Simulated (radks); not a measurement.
# Excited configurations of Pd⁺

An exercise on one series of results from a longer session: the logs are not shown, and one member is left open.

The numbers are computed with radks (a radial shooting solver on a logarithmic mesh, Libxc functionals) version 1 (scalar-relativistic Kohn-Sham, LDA (Slater exchange, Perdew-Wang correlation), spin-unpolarised, spherical densities, finite nucleus), except any that are marked as measured or tabulated.

## The system

```
element            : palladium (Z = 46)
charge             : +1
electrons          : 45
configuration      : [Kr] 4d9
nuclear rms radius : 4.5318 fm
```

The outer shells:

Pd⁺
```
[Kr] core
4d [↑↓][↑↓][↑↓][↑↓][↑ ]
```

Set-up of the first run:

Input:

```text
Z 46
configuration [Kr] 4d9
relativity scalar-relativistic
functional lda,pw
spin unpolarised
nucleus finite rms 4.5318 fm
c 137.035999084
```

Steps of the session up to this table: Ground configuration: [Kr] 4d9.

One table of the session follows, with a row left open; its other results are not shown here.

It belongs to the step «Ground configuration: [Kr] 4d9». Radial moments (bohr):

| level | <r> | outermost maximum (interpolated) | 90 % within | nodes |
| --- | --- | --- | --- | --- |
| 2s | ? | ? | ? | ? |
| 2p | 0.1207 | 0.0934 | 0.196 | 0 |
| 3s | 0.3800 | 0.342 | 0.560 | 2 |
| 3p | 0.3792 | 0.335 | 0.571 | 1 |
| 3d | 0.3579 | 0.282 | 0.568 | 0 |
| 4s | 0.9444 | 0.850 | 1.37 | 3 |
| 4p | 1.040 | 0.908 | 1.54 | 2 |
| 4d | 1.463 | 1.09 | 2.37 | 1 |

Estimate the missing values for 2s.

The run gave: <r>: 0.1385; outermost maximum (interpolated): 0.117; 90 % within: 0.214; nodes: 1. In the column «<r>» it lies between 2p (0.1207) and 3d (0.3579).

Caveats from the session: Spin polarisation and multiplet splitting are left out, so open shells lie too high by an amount that depends on their filling.
